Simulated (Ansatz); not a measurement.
# ZrC: the cost of one run

Method: DFT PBEsol, scalar-relativistic, in Ansatz 0.2.0.

## Step 1: Starting point

The structure is cubic, space group Fm-3m (No. 225). Conventional cell: a = 4.700 Å, b = 4.700 Å, c = 4.700 Å, α = 90.00°, β = 90.00°, γ = 90.00°. Zr (site symmetry m-3m) has 6 C at 2.35 Å as nearest neighbours. C (site symmetry m-3m) is surrounded by 6 Zr at 2.35 Å.

As a file:

```xyz
2
Lattice="0.0000 2.3502 2.3502 2.3502 0.0000 2.3502 2.3502 2.3502 0.0000" Properties=species:S:1:pos:R:3 pbc="T T T"
Zr    2.3502    2.3502    2.3502
C     0.0000    0.0000    0.0000
```

Atoms are numbered in the order of the input: Zr1, C2.

## Step 2: After the deformation

Space group Fm-3m before, I4/mmm after.

## Step 3: All-electron LAPW

Contents of input.yaml:

```yaml
crystal:
  lattice:
    - [0.0, 2.3972142, 2.35021]
    - [2.3972142, 0.0, 2.35021]
    - [2.3972142, 2.3972142, 0.0]
  atoms:
    - { symbol: Zr, position: [0.5, 0.5, 0.5] }
    - { symbol: C, position: [0.0, 0.0, 0.0] }
kpoints:
  mp_grid: { grid: [15, 15, 15] }
  band_path:
    path:
      - [0.0, 0.0, 0.0]
      - [0.0, 0.5, 0.5]
      - [0.25, 0.75, 0.5]
      - [0.0, 0.5, 0.0]
      - [0.0, 0.0, 0.0]
      - [0.5, 0.5, 0.0]
      - [0.38005, 0.61995, 0.0]
      - [-0.38005, 0.38005, 0.0]
      - [0.0, 0.0, 0.0]
    npoints: 5
scf:
  occupations: { method: fermi_dirac, width: 0.05 }
hamiltonian:
  xc: pbesol
  pseudopotentials: { kind: all_electron, lapw: { basis_error: 0.0005 } }
output:
  forces: true
  stress: true
  eigenvalues: true
```

Command:

```sh
$ ansatz run input.yaml --threads 1 --pin off --max-ram 3072MiB --backend cpu --events-out ev --progress --plain --runs-dir out
```

What time and memory should one allow on 1 thread of Arm Neoverse V2, shared host?

About 55 s, with a peak of 0.73 GiB.
